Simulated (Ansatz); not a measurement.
**YSiH2 (doublet): relaxing a cheap start**

Where does this start of YSiH2 (doublet) end when it is relaxed?

The runs use Ansatz 0.2.0, Gaussian basis; UKS PBE0/def2-TZVP.

## Step 1: The starting structure

4 atoms, charge 0, spin multiplicity 2.

Atoms are counted from 1 here; the program's logs count them from 0.

Bond lengths: Y1–Si2 2.785 Å, Si2–H3 1.526 Å, Si2–H4 1.526 Å. Angles: Y1–Si2–H3 95.5°, Y1–Si2–H4 95.5°, H3–Si2–H4 93.4°.

The start was built by rule and, where that kept it together, relaxed with GFN2-xTB. Sticks and bond lists go by distance. No spin-orbit coupling is included. Elements past krypton take def2 core potentials.

## Step 2: Relaxation

File in.yaml:

```yaml
crystal:
  periodic: [false, false, false]
  atoms:
    - {symbol: Y, position_ang: [-0.643879, -0.000948, -0.292085]}
    - {symbol: Si, position_ang: [1.862669, 0.002974, 0.920884]}
    - {symbol: H, position_ang: [2.445772, 1.111156, 0.048502]}
    - {symbol: H, position_ang: [2.445976, -1.110392, 0.055265]}
basis:
  gaussian: {orbitals: def2-TZVP}
magnetization: {spin_polarized: true, initial_magnetization: 1}
hamiltonian: {xc: pbe0}
relax: {f_tol: 0.004, max_steps: 80}
```

On the command line:

```sh
$ ansatz run in.yaml --threads 1 --pin off --events-out ev --progress --plain --max-ram 2176MiB
```

Q: Predict the outcome of this session. Wanted: energy gained; shift from the start; total energy; dipole moment; ⟨S²⟩.

As calculated:

| quantity | value |
| --- | --- |
| steps | 12 |
| energy gained | 0.700 eV |
| shift from the start (rms) | 0.546 Å |
| total energy | -8946.9181 eV |
| dipole moment | 4.47 D |
| ⟨S²⟩ | 0.758 |

By distance, Y1–H3, Y1–H4 formed. Y1–H3 went from 3.301 to 2.166 Å. No vibrations were run, so this is a stationary point, not a proven minimum, and this spin need not be the ground state's.
